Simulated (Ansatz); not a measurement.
# Al: a line through a two-coordinate scan

Aim: follow the energy of Al (Im-3m, No. 229; 8 atoms in the cell) along one coordinate, shift of Al1 along [1 0 0], with the other held at shift of Al1 along [0 1 0] = −0.234 Å.

Program: Ansatz 0.2.0. Level of theory: DFT PBEsol, scalar-relativistic, plane waves, PAW. These are calculated values, not measurements.

2 further runs of the same task are left out: 2 set aside as unsound or not needed.

## (1) Starting point

It takes space group Im-3m (No. 229, cubic). Conventional cell: a = 3.213 Å, b = 3.213 Å, c = 3.213 Å, α = 90.00°, β = 90.00°, γ = 90.00°. Al (site symmetry m-3m) has 8 Al at 2.78 Å as nearest neighbours.

Coordinates:

```cif
data_structure
_symmetry_space_group_name_H-M 'Im-3m'
_symmetry_Int_Tables_number 229
_cell_length_a 3.2126
_cell_length_b 3.2126
_cell_length_c 3.2126
_cell_angle_alpha 90.000
_cell_angle_beta 90.000
_cell_angle_gamma 90.000
_cell_volume 33.16
loop_
_atom_site_label
_atom_site_type_symbol
_atom_site_symmetry_multiplicity
_atom_site_Wyckoff_symbol
_atom_site_fract_x
_atom_site_fract_y
_atom_site_fract_z
_atom_site_occupancy
Al1 Al 2 a 0.00000 0.00000 0.00000 1
```

It goes back to an entry of the Materials Project, which need not be the stable form.

This cell was relaxed beforehand with the same method: volume 16.58 Å³/atom, gap on the mesh none (metal).

## (2) Plan of the line

Atoms count from 1 in the order of the input.

One atom moved over a plane, all else fixed.

- shift of Al1 along [1 0 0]: 11 values from −1.170 to 1.170 Å
- shift of Al1 along [0 1 0]: 11 values from −1.170 to 1.170 Å

Nothing else is relaxed (all other atoms fixed). Energies count from the relaxed crystal. Points are written as (first, second).

## (3) Point (−1.170 Å, −0.234 Å)

input.yaml reads:

```yaml
crystal:
  lattice:
    - [3.2126361663, 3.2126361663, 3.2126361663]
    - [-3.2126361663, -3.2126361663, 3.2126361663]
    - [3.2126361663, -3.2126361663, -3.2126361663]
  atoms:
    - { symbol: Al, position: [-0.182093449, 0.5364186898, 0.3543252408] }
    - { symbol: Al, position: [0.0, 0.0, 0.5] }
    - { symbol: Al, position: [0.0, 0.5, 0.0] }
    - { symbol: Al, position: [0.0, 0.0, 0.0] }
    - { symbol: Al, position: [0.5, 0.5, 0.5] }
    - { symbol: Al, position: [0.5, 0.0, 0.5] }
    - { symbol: Al, position: [0.5, 0.5, 0.0] }
    - { symbol: Al, position: [0.5, 0.0, 0.0] }
basis:
  ecutwfc: 420
kpoints:
  mp_grid: { grid: [10, 10, 10] }
hamiltonian:
  xc: pbesol
  pseudopotentials: { kind: paw, azcp: { folder: soft_1 } }
scf:
  occupations: { method: gaussian, width: 0.15 }
output:
  forces: true
  stress: true
  eigenvalues: true
```

Command:

```
$ ansatz run input.yaml --threads 4 --pin off --max-ram 8192MiB --backend cpu --events-out ev --progress --plain --runs-dir out
```

What it wrote, shortened:

```text
Warning: <dir> the record states the generating functional pbe (its physics header spells it `PBE`), which answers neither for hamiltonian.xc's functional nor for the pbesol family's — results may be inconsistent (PPs are generated against a specific XC)
Warning: RAYON_NUM_THREADS=4 ignored (pool sized by the plan → 4); use --threads N
[...]
Pseudopotentials: kind: paw
Pseudopotential: Al, paw, valence charge 3, recommended cutoff 420 eV (normal), <dir>
Functional definition: PBEsol
[...]
Crystal: 8 atoms, lattice volume = 132.631 Å³
Basis set: ecut = 420 eV, 2587 PW (Γ), exchange–correlation on 80×80×80 points (8 copies of the dense FFT grid, shifted against one another)
Bands: 20, of which v1, the nominal top of the filled ones, is band 12 counted from 1 (11 counted from 0)
Symmetry: 2 space group operations
Space group: Cm (ITA 8), of the structure as read, at distance tolerance 5.1e-5 Å
k-points: 282 of 1000 (time reversal used)
[...]
SCF iter   1: F=—  HF=-4192.968290 eV  |F-HF|=—  |Δ(HF+E_count)|=         —  Δρ=3.64e-2  dr2=4.14e0  ethr=3.10e-3  ⟨swp⟩=7.6  Hψ=36834  notcnv=0
[...]
SCF iter   7: F=-4191.531660 eV  HF=-4191.531660 eV  |F-HF|=9.70e-9  |Δ(HF+E_count)|=   1.03e-7  Δρ=2.51e-6  dr2=1.65e-8  ethr=4.17e-10  ⟨swp⟩=10.9  Hψ=29691  notcnv=0
[...]
SCF converged after 7 iterations
Free energy (F): -4191.531660 eV
[...]
E sigma→0 (E₀):  -4191.514482 eV
Entropy (-TS):   -0.034356 eV (-4.295 meV/atom)
Fermi energy:    7.678427 eV
[...]
--- Forces (eV/Å), atoms counted from 1 ---
  atom   1  Al     8.94845264     3.29711943     0.00000000
  atom   2  Al    -1.03545967    -2.93037786     3.44760422
  atom   3  Al    -0.22619867     0.91617052     0.76990415
  atom   4  Al    -0.12446444     0.07560116     0.00000000
  atom   5  Al    -1.03545967    -2.93037786    -3.44760422
  atom   6  Al    -0.09936563     0.00341966     0.00000000
  atom   7  Al    -6.20128812     0.65228156     0.00000000
  atom   8  Al    -0.22619867     0.91617052    -0.76990415
[...]
--- Stress (GPa, compression-positive) ---
       14.785365       0.773845       0.000000
        0.773846      11.069295       0.000000
        0.000000       0.000000      13.635107
  P = ⅓ Tr σ = 13.1633 GPa (131.633 kbar)
--- Band table (eV; the first three rows and the last of 282) ---
  k-point 0: bands = ["-3.5632", "1.9391", "2.5640", "2.5797", "3.3062", "3.4758", "3.5039", "3.8803", "3.9189", "3.9651", "4.4332", "4.4471", "5.5423", "9.4391", "9.4921", "9.9257", "10.5330", "10.8070", "12.8488", "14.1886"]
[...]
```

It took 5.2 s on 4 threads of AMD EPYC 9R45 (Zen 5), shared host; peak memory 0.93 GiB.

Energy on the map's scale: 4.1 eV.

## (4) Grid point (−0.936 Å, −0.234 Å)

input.yaml: that of step 3 with these lines changed.

```diff
@@ -6,3 +6,3 @@
   atoms:
-    - { symbol: Al, position: [-0.182093449, 0.5364186898, 0.3543252408] }
+    - { symbol: Al, position: [-0.1456747592, 0.5364186898, 0.3907439306] }
     - { symbol: Al, position: [0.0, 0.0, 0.5] }
```

Command:

```
$ ansatz run input.yaml --threads 4 --pin off --max-ram 8192MiB --backend cpu --events-out ev --progress --plain --runs-dir out
```

What it wrote, shortened:

```text
Warning: <dir> the record states the generating functional pbe (its physics header spells it `PBE`), which answers neither for hamiltonian.xc's functional nor for the pbesol family's — results may be inconsistent (PPs are generated against a specific XC)
Warning: RAYON_NUM_THREADS=4 ignored (pool sized by the plan → 4); use --threads N
[...]
[... 3 set-up lines as earlier in the session ...]
[...]
Crystal: 8 atoms, lattice volume = 132.631 Å³
Basis set: ecut = 420 eV, 2587 PW (Γ), exchange–correlation on 80×80×80 points (8 copies of the dense FFT grid, shifted against one another)
Bands: 20, of which v1, the nominal top of the filled ones, is band 12 counted from 1 (11 counted from 0)
[... 2 set-up lines as earlier in the session ...]
k-points: 282 of 1000 (time reversal used)
[...]
SCF converged after 7 iterations
Free energy (F): -4193.193935 eV
[...]
E sigma→0 (E₀):  -4193.175994 eV
Entropy (-TS):   -0.035883 eV (-4.485 meV/atom)
Fermi energy:    7.733108 eV
[...]
--- Forces (eV/Å), atoms counted from 1 ---
  atom   1  Al     5.60692742     2.90879529     0.00000000
  atom   2  Al    -1.19895716    -2.34228008     2.75584824
  atom   3  Al    -0.23143077     0.76055813     0.63806018
  atom   4  Al    -0.09510733     0.05391599     0.00000000
  atom   5  Al    -1.19895716    -2.34228008    -2.75584824
  atom   6  Al    -0.08087167    -0.00248127     0.00000000
  atom   7  Al    -2.57016382     0.20321787     0.00000000
  atom   8  Al    -0.23143077     0.76055813    -0.63806018
[...]
--- Stress (GPa, compression-positive) ---
        7.208172       2.227917       0.000000
        2.227917       8.100172       0.000000
        0.000000       0.000000      10.170416
  P = ⅓ Tr σ = 8.4929 GPa (84.929 kbar)
--- Band table (eV; the first three rows and the last of 282) ---
  k-point 0: bands = ["-3.4728", "2.1867", "2.7900", "2.8049", "3.3709", "3.4809", "3.4906", "3.9202", "3.9501", "3.9724", "4.3575", "4.3760", "5.2866", "9.5048", "9.5573", "9.9114", "10.6085", "10.7189", "12.9161", "14.4246"]
[...]
```

It took 4.5 s on 4 threads of AMD EPYC 9R45 (Zen 5), shared host; peak memory 0.93 GiB.

Energy on the map's scale: 2.4 eV.

## (5) Point (−0.702 Å, −0.234 Å)

input.yaml: that of step 4 with these lines changed.

```diff
@@ -6,3 +6,3 @@
   atoms:
-    - { symbol: Al, position: [-0.1456747592, 0.5364186898, 0.3907439306] }
+    - { symbol: Al, position: [-0.1092560694, 0.5364186898, 0.4271626204] }
     - { symbol: Al, position: [0.0, 0.0, 0.5] }
```

Command:

```
$ ansatz run input.yaml --threads 4 --pin off --max-ram 8192MiB --backend cpu --events-out ev --progress --plain --runs-dir out
```

What it wrote, shortened:

```text
Warning: <dir> the record states the generating functional pbe (its physics header spells it `PBE`), which answers neither for hamiltonian.xc's functional nor for the pbesol family's — results may be inconsistent (PPs are generated against a specific XC)
Warning: RAYON_NUM_THREADS=4 ignored (pool sized by the plan → 4); use --threads N
[...]
[... 3 set-up lines as earlier in the session ...]
[...]
Crystal: 8 atoms, lattice volume = 132.631 Å³
Basis set: ecut = 420 eV, 2587 PW (Γ), exchange–correlation on 80×80×80 points (8 copies of the dense FFT grid, shifted against one another)
Bands: 20, of which v1, the nominal top of the filled ones, is band 12 counted from 1 (11 counted from 0)
[... 2 set-up lines as earlier in the session ...]
k-points: 282 of 1000 (time reversal used)
[...]
SCF converged after 7 iterations
Free energy (F): -4194.265530 eV
[...]
E sigma→0 (E₀):  -4194.245844 eV
Entropy (-TS):   -0.039373 eV (-4.922 meV/atom)
Fermi energy:    7.773383 eV
[...]
--- Forces (eV/Å), atoms counted from 1 ---
  atom   1  Al     3.69919094     2.22694078     0.00000000
  atom   2  Al    -1.13751015    -1.70388190     2.00746682
  atom   3  Al    -0.19114340     0.56568906     0.46671450
  atom   4  Al    -0.06491149     0.02183943     0.00000000
  atom   5  Al    -1.13751015    -1.70388190    -2.00746682
  atom   6  Al    -0.05891309    -0.00670308     0.00000000
  atom   7  Al    -0.91805424     0.03430968     0.00000000
  atom   8  Al    -0.19114340     0.56568906    -0.46671450
[...]
--- Stress (GPa, compression-positive) ---
        3.393768       2.486958       0.000000
        2.486958       5.014845       0.000000
        0.000000       0.000000       6.465602
  P = ⅓ Tr σ = 4.9581 GPa (49.581 kbar)
--- Band table (eV; the first three rows and the last of 282) ---
  k-point 0: bands = ["-3.3919", "2.4834", "3.0135", "3.0316", "3.4349", "3.4828", "3.4848", "3.9550", "3.9700", "3.9740", "4.2621", "4.2865", "4.9992", "9.5674", "9.6168", "9.8601", "10.6755", "10.6903", "13.0129", "14.7000"]
[...]
```

Wall time 4.9 s (4 threads of AMD EPYC 9R45 (Zen 5), shared host); peak memory 0.94 GiB.

That is 1.4 eV from the zero.

## (6) Point (−0.468 Å, −0.234 Å)

input.yaml: that of step 5 with these lines changed.

```diff
@@ -6,3 +6,3 @@
   atoms:
-    - { symbol: Al, position: [-0.1092560694, 0.5364186898, 0.4271626204] }
+    - { symbol: Al, position: [-0.0728373796, 0.5364186898, 0.4635813102] }
     - { symbol: Al, position: [0.0, 0.0, 0.5] }
```

Command:

```
$ ansatz run input.yaml --threads 4 --pin off --max-ram 8192MiB --backend cpu --events-out ev --progress --plain --runs-dir out
```

What it wrote, shortened:

```text
Warning: <dir> the record states the generating functional pbe (its physics header spells it `PBE`), which answers neither for hamiltonian.xc's functional nor for the pbesol family's — results may be inconsistent (PPs are generated against a specific XC)
Warning: RAYON_NUM_THREADS=4 ignored (pool sized by the plan → 4); use --threads N
[...]
[... 3 set-up lines as earlier in the session ...]
[...]
Crystal: 8 atoms, lattice volume = 132.631 Å³
Basis set: ecut = 420 eV, 2587 PW (Γ), exchange–correlation on 80×80×80 points (8 copies of the dense FFT grid, shifted against one another)
Bands: 20, of which v1, the nominal top of the filled ones, is band 12 counted from 1 (11 counted from 0)
[... 2 set-up lines as earlier in the session ...]
k-points: 282 of 1000 (time reversal used)
[...]
SCF converged after 7 iterations
Free energy (F): -4194.966409 eV
[...]
E sigma→0 (E₀):  -4194.946597 eV
Entropy (-TS):   -0.039624 eV (-4.953 meV/atom)
Fermi energy:    7.797509 eV
[...]
--- Forces (eV/Å), atoms counted from 1 ---
  atom   1  Al     2.33749527     1.58102019     0.00000000
  atom   2  Al    -0.91543164    -1.11281243     1.32080074
  atom   3  Al    -0.08737716     0.34355261     0.25688227
  atom   4  Al    -0.04204393    -0.01464846     0.00000000
  atom   5  Al    -0.91543164    -1.11281243    -1.32080074
  atom   6  Al    -0.03656706    -0.01143067     0.00000000
  atom   7  Al    -0.25326825    -0.01642218     0.00000000
  atom   8  Al    -0.08737716     0.34355261    -0.25688227
[...]
--- Stress (GPa, compression-positive) ---
        1.580107       1.967173       0.000000
        1.967173       2.470461       0.000000
        0.000000       0.000000       3.322424
  P = ⅓ Tr σ = 2.4577 GPa (24.577 kbar)
--- Band table (eV; the first three rows and the last of 282) ---
  k-point 0: bands = ["-3.3279", "2.8053", "3.2264", "3.2496", "3.4811", "3.4826", "3.4968", "3.9582", "3.9848", "3.9896", "4.1475", "4.1794", "4.6875", "9.6214", "9.6669", "9.7761", "10.7167", "10.7319", "13.1370", "15.0094"]
[...]
```

It took 4.8 s on 4 threads of AMD EPYC 9R45 (Zen 5), shared host; peak memory 0.94 GiB.

That is 0.7 eV from the zero.

## (7) Variant: mp_grid.shift [0.5, 0.5, 0.5], occupations.method methfessel_paxton, occupations.width 0.001, scf.algorithm direct_min, ecutwfc left out

input.yaml: that of step 6 with these lines changed.

```diff
@@ -14,6 +14,4 @@
     - { symbol: Al, position: [0.5, 0.0, 0.0] }
-basis:
-  ecutwfc: 420
 kpoints:
-  mp_grid: { grid: [10, 10, 10] }
+  mp_grid: { grid: [10, 10, 10], shift: [0.5, 0.5, 0.5] }
 hamiltonian:
@@ -22,6 +20,7 @@
 scf:
-  occupations: { method: gaussian, width: 0.15 }
+  occupations: { method: methfessel_paxton, width: 0.001 }
+  algorithm: direct_min
 output:
   forces: true
+  eigenvalues: true
   stress: true
-  eigenvalues: true
```

Command:

```
$ ansatz run input.yaml --threads 4 --pin off --max-ram 8192MiB --backend cpu --events-out ev --progress --plain --runs-dir out
```

What it wrote, shortened:

```text
Warning: <dir> the record states the generating functional pbe (its physics header spells it `PBE`), which answers neither for hamiltonian.xc's functional nor for the pbesol family's — results may be inconsistent (PPs are generated against a specific XC)
Warning: RAYON_NUM_THREADS=4 ignored (pool sized by the plan → 4); use --threads N
[...]
[... 3 set-up lines as earlier in the session ...]
[...]
Crystal: 8 atoms, lattice volume = 132.631 Å³
Basis set: ecut = 420 eV, 2587 PW (Γ), exchange–correlation on 80×80×80 points (8 copies of the dense FFT grid, shifted against one another)
Bands: 20, of which v1, the nominal top of the filled ones, is band 12 counted from 1 (11 counted from 0)
[... 2 set-up lines as earlier in the session ...]
k-points: 280 of 1000 (time reversal used)
[...]
Free energy (F): -4194.947709 eV
[...]
E sigma→0 (E₀):  -4194.947709 eV
Entropy (-TS):   0.000000 eV (0.000 meV/atom)
Fermi energy:    7.813990 eV
[...]
--- Forces (eV/Å), atoms counted from 1 ---
  atom   1  Al     2.37380396     1.60088003     0.00000000
  atom   2  Al    -0.91550005    -1.11724533     1.33603737
  atom   3  Al    -0.08758963     0.34587186     0.25987461
  atom   4  Al    -0.04246666    -0.02423242     0.00000000
  atom   5  Al    -0.91550005    -1.11724533    -1.33603737
  atom   6  Al    -0.05370876    -0.02418113     0.00000000
  atom   7  Al    -0.27144922    -0.00971847     0.00000000
  atom   8  Al    -0.08758963     0.34587186    -0.25987461
[...]
--- Stress (GPa, compression-positive) ---
        1.345023       1.868039       0.000000
        1.868039       2.025662       0.000000
        0.000000       0.000000       3.383485
  P = ⅓ Tr σ = 2.2514 GPa (22.514 kbar)
--- Band table (eV; the first three rows and the last of 280) ---
  k-point 0: bands = ["-3.2226", "1.9487", "2.3975", "2.7524", "3.3072", "3.4416", "3.6045", "4.0624", "4.1809", "4.3622", "4.8847", "5.2365", "5.6930", "8.8443", "8.9031", "9.3308", "11.7248", "11.7356", "13.5421", "13.8402"]
[...]
```

Wall time 14 s (4 threads of AMD EPYC 9R45 (Zen 5), shared host); peak memory 1.4 GiB.

| run | ending | energy change | pressure (GPa) | gap (eV) | force (eV/Å) | cycles | time |
| --- | --- | --- | --- | --- | --- | --- | --- |
| step 6 | converged | 0 | 2.5 | 0.00 | 2.82 | 7 | 4.8 s |
| variant | converged | -0.1 meV/atom (σ→0) | 2.3 | 0.00 | 2.86 | 8 | 14 s |

Changing the k-point mesh, smearing and solver moves the energy by -0.1 meV/atom (σ→0 values), and the largest force goes from 2.82 to 2.86 eV/Å. More than one kind of setting changed, and this run alone doesn't tell their shares apart. Cost: 8 SCF cycles against 7, 14 s against 4.8 s.

## (8) Grid point (−0.234 Å, −0.234 Å)

input.yaml: that of step 6 with these lines changed.

```diff
@@ -6,3 +6,3 @@
   atoms:
-    - { symbol: Al, position: [-0.0728373796, 0.5364186898, 0.4635813102] }
+    - { symbol: Al, position: [-0.0364186898, 0.5364186898, 0.5] }
     - { symbol: Al, position: [0.0, 0.0, 0.5] }
```

Command:

```
$ ansatz run input.yaml --threads 4 --pin off --max-ram 8192MiB --backend cpu --events-out ev --progress --plain --runs-dir out
```

What it wrote, shortened:

```text
Warning: <dir> the record states the generating functional pbe (its physics header spells it `PBE`), which answers neither for hamiltonian.xc's functional nor for the pbesol family's — results may be inconsistent (PPs are generated against a specific XC)
Warning: RAYON_NUM_THREADS=4 ignored (pool sized by the plan → 4); use --threads N
[...]
[... 3 set-up lines as earlier in the session ...]
[...]
Crystal: 8 atoms, lattice volume = 132.631 Å³
Basis set: ecut = 420 eV, 2587 PW (Γ), exchange–correlation on 80×80×80 points (8 copies of the dense FFT grid, shifted against one another)
Bands: 20, of which v1, the nominal top of the filled ones, is band 12 counted from 1 (11 counted from 0)
Symmetry: 4 space group operations
Space group: Fmm2 (ITA 42), of the structure as read, at distance tolerance 5.1e-5 Å
k-points: 171 of 1000 (time reversal used)
[...]
SCF converged after 6 iterations
Free energy (F): -4195.371963 eV
[...]
E sigma→0 (E₀):  -4195.351930 eV
Entropy (-TS):   -0.040065 eV (-5.008 meV/atom)
Fermi energy:    7.814171 eV
[...]
--- Forces (eV/Å), atoms counted from 1 ---
  atom   1  Al     1.14410780     1.14410780     0.00000000
  atom   2  Al    -0.61832644    -0.61832644     0.75658392
  atom   3  Al     0.08572247     0.08572247     0.00000000
  atom   4  Al    -0.02222688    -0.04029452     0.00000000
  atom   5  Al    -0.61832644    -0.61832644    -0.75658392
  atom   6  Al    -0.01637839    -0.01637839     0.00000000
  atom   7  Al    -0.04029452    -0.02222688     0.00000000
  atom   8  Al     0.08572247     0.08572247     0.00000000
[...]
--- Stress (GPa, compression-positive) ---
        0.794940       1.062995      -0.000000
        1.062995       0.794940       0.000000
        0.000000      -0.000000       1.282275
  P = ⅓ Tr σ = 0.9574 GPa (9.574 kbar)
--- Band table (eV; the first three rows and the last of 171) ---
  k-point 0: bands = ["-3.2866", "3.1135", "3.3942", "3.4164", "3.4958", "3.4992", "3.5239", "3.9587", "3.9894", "3.9925", "4.0447", "4.0757", "4.3857", "9.6587", "9.6979", "9.7046", "10.7599", "10.7676", "13.2546", "15.3304"]
[...]
```

It took 2.7 s on 4 threads of AMD EPYC 9R45 (Zen 5), shared host; peak memory 0.71 GiB.

On the map this point reads 0.25 eV.

## (9) The line in numbers

```
shift of Al1 along [1 0 0] (Å)  step  energy (eV)  slope (eV per Å)  pressure (GPa)  largest force on an atom (eV/Å)
                        −1.170     3          4.1              −8.9            13.2                              9.5
                        −0.936     4          2.4              −5.6             8.5                              6.3
                        −0.702     5          1.4              −3.7             5.0                              4.3
                        −0.468     6          0.7              −2.3             2.5                              2.8
                        −0.234     8         0.25              −1.1             1.0                              1.6
                         0.000     –         0.12               0.0             0.5                              1.0
                         0.234     –         0.25               1.1             1.0                              1.6
                         0.468     –          0.7               2.3             2.5                              2.8
                         0.702     –          1.4               3.7             5.0                              4.3
                         0.936     –          2.4               5.6             8.5                              6.3
                         1.170     –          4.1               8.9            13.2                              9.5
```

Energies count from the relaxed crystal. Rows without a step come from runs not printed here or follow by symmetry. Slopes come from the forces (and the stress, where the cell changes), not from differences of energies.

| run | outcome |
| --- | --- |
| step 7, run with mp_grid.shift [0.5, 0.5, 0.5], occupations.method methfessel_paxton, occupations.width 0.001, scf.algorithm direct_min, ecutwfc left out (against step 6) | -0.1 meV/atom; the largest force goes from 2.82 to 2.86 eV/Å |

The lowest point of the line is at 0.000 Å, 0.12 eV from the zero. Energies and slopes round the minimum, fitted together, put the minimum at 0.0000 Å, with a curvature of about 4.9 eV per Å². The highest point computed, at −1.170 Å, lies 4.0 eV above the lowest. This is one cut through a surface in two coordinates; the map's lowest point lies off it. A rigid map gives upper bounds: relaxing the other coordinates can only lower a point. The host is rigid and the atom is kept to this plane, so wells and barriers of the map are not those of diffusion.
